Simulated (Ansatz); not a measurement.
# CH6FNSi: basis-set convergence

One table from this session's results is given with a row withheld; the runs are named, their logs left out.

The runs use Ansatz 0.2.0, Gaussian basis; one geometry, several basis sets.

Levels to be run: PBE0-D4/def2-SVP; ωB97M-V/def2-SVP; PBE0-D4/def2-QZVPP; ωB97M-V/def2-QZVPP; the functionals' def2-TZVPP values are taken from earlier runs.

## The relaxed structure

The geometry comes from an earlier relaxation with PBE0-D4 in a triple-zeta def2 set; it is a stationary point, not always the lowest conformer.

SMILES `NC[SiH2]F`, 10 atoms, charge 0, spin multiplicity 1.

Atoms are counted from 1 here; the program's logs count them from 0.

Bond lengths: N1–C2 1.462 Å, N1–H5 1.011 Å, N1–H6 1.011 Å, C2–Si3 1.870 Å, C2–H7 1.094 Å, C2–H8 1.100 Å, Si3–F4 1.606 Å, Si3–H9 1.487 Å, Si3–H10 1.482 Å. Angles: C2–N1–H5 111.1°, C2–N1–H6 111.9°, H5–N1–H6 107.4°, N1–C2–Si3 105.0°, N1–C2–H7 108.8°, N1–C2–H8 115.6°, Si3–C2–H7 107.8°, Si3–C2–H8 112.8°, H7–C2–H8 106.6°, C2–Si3–F4 110.6°, C2–Si3–H9 109.6°, C2–Si3–H10 110.9°, F4–Si3–H9 107.6°, F4–Si3–H10 107.8°, H9–Si3–H10 110.3°.

Set-up of the first run:

File in.yaml:

```yaml
crystal:
  periodic: [false, false, false]
  atoms:
    - {symbol: N, position_ang: [-0.256215, 1.358049, 0.465141]}
    - {symbol: C, position_ang: [-0.575188, -0.068567, 0.438906]}
    - {symbol: Si, position_ang: [0.792848, -0.851215, -0.568122]}
    - {symbol: F, position_ang: [0.447281, -2.384396, -0.897088]}
    - {symbol: H, position_ang: [-0.447137, 1.789721, -0.429413]}
    - {symbol: H, position_ang: [-0.797060, 1.852598, 1.161949]}
    - {symbol: H, position_ang: [-0.509906, -0.463781, 1.457193]}
    - {symbol: H, position_ang: [-1.577442, -0.323642, 0.065644]}
    - {symbol: H, position_ang: [0.929882, -0.134266, -1.863116]}
    - {symbol: H, position_ang: [2.076039, -0.825599, 0.171905]}
basis:
  gaussian: {orbitals: def2-SVP}
hamiltonian: {xc: pbe0, dispersion: d4}
output: {orbitals: {seedname: orbitals}}
```

Command:

```console
> ansatz run in.yaml --threads 2 --pin off --events-out ev --progress --plain --max-ram 4352MiB
```

Steps of the session up to this table: PBE0-D4 in def2-SVP; ωB97M-V in def2-SVP; PBE0-D4 in def2-QZVPP; ωB97M-V in def2-QZVPP.

One of the session's tables, all rows but one given; the rest of the session is left out.

It belongs to the step «Functionals by basis». 

```
functional       basis  HOMO (eV)  LUMO (eV)
   PBE0-D4    def2-SVP          ?          ?
   PBE0-D4  def2-TZVPP      -7.17       0.31
   PBE0-D4  def2-QZVPP      -7.22       0.09
   ωB97M-V    def2-SVP      -9.31       2.77
   ωB97M-V  def2-TZVPP      -9.55       1.92
   ωB97M-V  def2-QZVPP      -9.60       1.48
```

Estimate the missing values for PBE0-D4, def2-SVP.

As computed: HOMO (eV): -6.93; LUMO (eV): 0.92. In the column «HOMO (eV)» it is the highest.
